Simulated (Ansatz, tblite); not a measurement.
**In12Sb11 zinc blende off sphere (In₁₂Sb₁₁H₃₂−): one state, many levels**

Aim: run the singlet of In12Sb11 zinc blende off sphere (In₁₂Sb₁₁H₃₂−) at one geometry on many levels, and compare frontier levels, spin and run time.

Method: as each input shows; program: Ansatz 0.2.0, Gaussian basis.

Levels to be run: GFN1-xTB, PBE-D4/def2-TZVP, r2SCAN-D4/def2-TZVP, r2SCAN0-D4/def2-TZVP, PBE-D4/def2-SVP, PBE0-D4/def2-SVP, MP2/def2-SVP.

2 further runs of the same task are left out: 1 for a known fault of the program, 1 set aside as unsound or not needed. Runs told in other sessions of the task aren't counted.

## (1) The geometry

The singlet was relaxed beforehand with r2SCAN-D4/def2-SVP.

55 atoms, charge -1, spin multiplicity 1.

Bond lengths: Sb1–In13 2.916 Å, Sb1–In14 2.884 Å, Sb1–H24 1.703 Å, Sb1–H25 1.711 Å, Sb2–In12 2.887 Å, Sb2–In16 2.894 Å, Sb2–H26 1.712 Å, Sb2–H27 1.708 Å, Sb3–In15 2.902 Å, Sb3–In17 2.895 Å, Sb3–H28 1.710 Å, Sb3–H29 1.706 Å, Sb4–In13 2.802 Å, Sb4–In18 2.874 Å, Sb4–In19 2.869 Å, Sb4–H30 1.713 Å, Sb5–In15 2.844 Å, Sb5–In18 2.890 Å and more. Angles: In13–Sb1–In14 137.2°, In13–Sb1–H24 104.9°, In13–Sb1–H25 104.1°, In14–Sb1–H24 104.6°, In14–Sb1–H25 103.8°, H24–Sb1–H25 94.2°, In12–Sb2–In16 132.0°, In12–Sb2–H26 109.3°, In12–Sb2–H27 102.8°, In16–Sb2–H26 106.8°, In16–Sb2–H27 105.2°, H26–Sb2–H27 93.9°, In15–Sb3–In17 126.0°, In15–Sb3–H28 106.8°, In15–Sb3–H29 109.5°, In17–Sb3–H28 107.2°, In17–Sb3–H29 108.0°, H28–Sb3–H29 94.7° and more.

In, Sb take a core potential in the def2 sets. No spin-orbit coupling is included. The ion is computed in the gas phase, without counter-ions or solvent.

PBE0-D4/def2-TZVP was run before; its log isn't repeated, and its numbers join the tables.

## (2) GFN1-xTB

Tight binding, by tblite at 300 K electronic temperature and without a spin-polarisation term:

```python
tblite.interface.Calculator('GFN1-xTB', numbers, positions, charge=-1, uhf=0).singlepoint()
```

Energy -1740.5651 eV, HOMO -7.10 eV, LUMO -5.31 eV; 0.65 s.

## (3) PBE-D4/def2-TZVP

start.molden holds the orbitals of an earlier run on this state, given as this run's starting guess.

Contents of in.yaml:

```yaml
crystal:
  periodic: [false, false, false]
  atoms:
    - {symbol: Sb, position_ang: [-4.638479, 2.333320, -0.926988]}
    - {symbol: Sb, position_ang: [-2.259234, -3.757962, 2.651080]}
    - {symbol: Sb, position_ang: [1.439706, -4.203192, -0.594940]}
    - {symbol: Sb, position_ang: [-1.575789, 1.891409, -4.158256]}
    - {symbol: Sb, position_ang: [1.209841, -1.251054, -3.942912]}
    - {symbol: Sb, position_ang: [-1.913974, -1.204752, -0.775690]}
    - {symbol: Sb, position_ang: [-1.812090, 1.948426, 2.334587]}
    - {symbol: Sb, position_ang: [1.363177, -1.158015, 2.678802]}
    - {symbol: Sb, position_ang: [1.410025, 2.132887, -0.864617]}
    - {symbol: Sb, position_ang: [4.332598, -1.253958, -0.786565]}
    - {symbol: Sb, position_ang: [4.147552, 2.223836, 2.573408]}
    - {symbol: In, position_ang: [-3.984657, -2.291039, 0.860460]}
    - {symbol: In, position_ang: [-3.368021, 0.353288, -2.650204]}
    - {symbol: In, position_ang: [-4.232374, 3.410952, 1.716659]}
    - {symbol: In, position_ang: [-0.459985, -2.962018, -2.403478]}
    - {symbol: In, position_ang: [-0.108861, -2.912191, 4.392683]}
    - {symbol: In, position_ang: [3.125076, -2.824956, 1.313200]}
    - {symbol: In, position_ang: [-0.174518, 0.207171, -6.018849]}
    - {symbol: In, position_ang: [-0.583801, 3.714111, -2.176435]}
    - {symbol: In, position_ang: [2.940526, 0.554950, -2.597728]}
    - {symbol: In, position_ang: [-0.052919, 0.329533, 0.716486]}
    - {symbol: In, position_ang: [2.917476, 0.434258, 4.478423]}
    - {symbol: In, position_ang: [3.004835, 4.000036, 0.593742]}
    - {symbol: H, position_ang: [-4.857680, 3.700197, -1.919525]}
    - {symbol: H, position_ang: [-6.293847, 1.899460, -0.941897]}
    - {symbol: H, position_ang: [-3.190304, -4.893831, 3.531445]}
    - {symbol: H, position_ang: [-1.568967, -4.939855, 1.628806]}
    - {symbol: H, position_ang: [2.458668, -5.191568, -1.548812]}
    - {symbol: H, position_ang: [0.690912, -5.508000, 0.210475]}
    - {symbol: H, position_ang: [-2.684273, 2.780839, -5.114154]}
    - {symbol: H, position_ang: [2.287209, -2.317279, -4.740241]}
    - {symbol: H, position_ang: [-2.169328, 0.944004, 3.666070]}
    - {symbol: H, position_ang: [-0.781725, 2.990939, 3.207313]}
    - {symbol: H, position_ang: [5.171177, -2.387058, -1.755349]}
    - {symbol: H, position_ang: [5.747211, -0.536640, -0.157941]}
    - {symbol: H, position_ang: [5.246255, 1.242865, 1.708898]}
    - {symbol: H, position_ang: [5.381482, 3.076145, 3.399802]}
    - {symbol: H, position_ang: [-4.943220, -3.440799, -0.011563]}
    - {symbol: H, position_ang: [-4.619538, -0.956362, 1.777161]}
    - {symbol: H, position_ang: [-4.666401, -0.542198, -3.382349]}
    - {symbol: H, position_ang: [-5.471692, 2.760732, 2.734588]}
    - {symbol: H, position_ang: [-3.780350, 5.068849, 1.548677]}
    - {symbol: H, position_ang: [-1.244768, -4.215402, -3.309231]}
    - {symbol: H, position_ang: [0.861274, -4.322375, 4.689514]}
    - {symbol: H, position_ang: [-0.893793, -1.978016, 5.625111]}
    - {symbol: H, position_ang: [4.263605, -3.906595, 2.045219]}
    - {symbol: H, position_ang: [-1.321802, -0.853285, -6.771394]}
    - {symbol: H, position_ang: [1.019766, 1.137285, -6.864789]}
    - {symbol: H, position_ang: [0.139860, 5.113001, -2.899175]}
    - {symbol: H, position_ang: [-1.895483, 3.807159, -1.019197]}
    - {symbol: H, position_ang: [4.139429, 1.269223, -3.628302]}
    - {symbol: H, position_ang: [1.850274, 1.430937, 5.412026]}
    - {symbol: H, position_ang: [4.179268, -0.556335, 5.141847]}
    - {symbol: H, position_ang: [1.945061, 5.032149, 1.498816]}
    - {symbol: H, position_ang: [4.313511, 4.545873, -0.403813]}
basis:
  gaussian: {orbitals: def2-TZVP, fitting: {mean_field: def2-universal-jkfit}, initial_orbitals: start.molden}
total_charge: -1
hamiltonian: {xc: pbe, dispersion: d4}
scf: {omitted_lower_state_checks: [starts]}
output: {forces: true, orbitals: {seedname: orbitals}}
```

Launch:

```
$ ansatz run in.yaml --threads 11 --pin off --events-out ev --progress --plain --max-ram 174080MiB --backend cuda --devices 0, --max-vram 75GiB
```

After this run come: r2SCAN-D4/def2-TZVP; r2SCAN0-D4/def2-TZVP; PBE-D4/def2-SVP; PBE0-D4/def2-SVP; MP2/def2-SVP.

Q: Predict the results of all the runs planned. Wanted: gap in def2-TZVP, named functionals, smallest and largest; correlation energy, MP2/def2-SVP; PBE0 total energy, smallest basis above largest.

**Answer**, as computed:

| quantity | value |
| --- | --- |
| gap in def2-TZVP, named functionals, smallest and largest | 2.64 eV (PBE-D4), 4.29 eV (r2SCAN0-D4) |
| correlation energy, MP2/def2-SVP | -70.15 eV |
| PBE0 total energy, smallest basis above largest | 4.76 eV (def2-SVP, def2-TZVP) |

What this shows: Over the named functionals in def2-TZVP the gap runs from 2.64 eV (PBE-D4) to 4.29 eV (r2SCAN0-D4); exact exchange widens it.
